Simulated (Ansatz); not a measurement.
Runs of Ansatz 0.2.0 on HfGe. Symmetry: P4/mmm, No. 123, tetragonal system. The conventional cell has a = 3.220 Å, b = 3.220 Å, c = 4.108 Å, α = 90.00°, β = 90.00°, γ = 90.00°. Around Hf (site symmetry 4/mmm) lie 4 Ge at 2.28 Å. Around Ge (site symmetry 4/mmm) lie 4 Hf at 2.28 Å. The cell was built by a generator and needn't be a form met in nature.

```tsv
task	level	spin	cell	k mesh	cutoff (eV)	points for each segment of the path	gap on the mesh (eV)	pressure (GPa)	relaxed volume (Å³/atom)
relaxation of cell and atoms	HSE06	off	relaxed	4 × 4 × 4	420	-	none	0.0	22.88
single point	r2SCAN0	off	as given	4 × 4 × 4	500	-	none	62.0	-
single point	HSE06	SOC, no magnetisation	as given	4 × 4 × 3	420	-	none	61.3	-
band structure	HSEsol	off	as given	4 × 4 × 4	420	4	none	59.3	-
relaxation of cell and atoms	PBE0	off	relaxed	4 × 4 × 4	420	-	none	0.0	(a)
single point	r2SCAN50	off	as given	4 × 4 × 4	500	-	none	62.4	-
single point	PBE0	SOC, no magnetisation	as given	4 × 4 × 3	420	-	none	61.6	-
relaxation of cell and atoms	PBEsol0	off	relaxed	4 × 4 × 4	420	-	none	0.0	22.34
```

Alike in all rows: potentials or basis Ansatz PAW; smearing fermi-dirac 0.05 eV; the mesh is coarse, so values aren't converged.

Question: Fill in the values left out.

Answer: (a) 28.71.

Caveats: all runs use coarse meshes; the PAW data sets come from PBE, with cores solved anew for the run's functional, which leaves a small shift of forces and pressure; a pressure of tens of GPa on the cell as given is suspect, and the run, the potentials or the cell itself is likely at fault (some runs); the thresholds are loose for stress (some runs); the plane-wave basis is chosen anew once the cell has moved, so the energies of steps on either side of that aren't comparable (some runs); spin-orbit coupling is left out, which moves the levels of the heavy elements (some runs); the volume moved by over 15 % at a fixed basis, so the end points are rough (some runs).

A k mesh can miss the band edges, and rows without SOC leave out spin-orbit coupling on Ge, Hf.

A gap of «none» marks a metal or a gap under the smearing width.
